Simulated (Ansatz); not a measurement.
Crystal: CaIrN2.

```
Ir Ca N
1.0
     1.64885    0.95196    5.00940
    -1.64885    0.95196    5.00940
     0.00000   -1.90393    5.00940
Ir Ca N
1 1 2
Direct
  0.50000 0.50000 0.50000
  0.00000 0.00000 0.00000
  0.23088 0.23088 0.23088
  0.76912 0.76912 0.76912
```

The cell comes from a database or a generator and needn't be the stable form of this composition.

```yaml
Program: Ansatz 0.2.0
Task: relaxation of cell and atoms
Functional: r2SCAN
Potentials_or_basis: Ansatz PAW
Cutoff: "500 eV (not typed: the program's choice for these potentials)"
k_mesh: 9 × 9 × 9
Occupations: fermi-dirac, width 0.05 eV
Spin: no spin polarisation
```

At the start: volume 11.79 Å³/atom.

**Question.** How do energy, volume and symmetry change on relaxing?

**Answer.** It ends after 6 steps and the volume is 11.51 Å³/atom (-2.4 %); space group R-3m (No. 166, to 0.05 Å).

Step by step:
| step | energy change (eV) | largest force (eV/Å) | volume (Å³) |
| --- | --- | --- | --- |
| 1 | 0.0000 | 0.0354 | 47.18 |
| 2 | -0.0181 | 0.0839 | 45.70 |
| 3 | -0.0205 | 0.0122 | 46.06 |
| 4 | -0.0205 | 0.0018 | 46.05 |
| 5 | -0.0205 | 0.0001 | 46.05 |
| 6 | -0.0199 | 0.0001 | 46.05 |

Final structure:
```
Ir Ca N
1.0
     1.63230    0.94241    4.98884
    -1.63230    0.94241    4.98884
     0.00000   -1.88482    4.98884
Ir Ca N
1 1 2
Direct
  0.50000 0.50000 0.50000
  0.00000 0.00000 0.00000
  0.23137 0.23137 0.23137
  0.76863 0.76863 0.76863
```

Caveat: the plane-wave basis is chosen anew once the cell has moved, so the energies of steps on either side of that aren't comparable; the PAW data sets come from PBE, with cores solved anew for the run's functional, which leaves a small shift of forces and pressure.
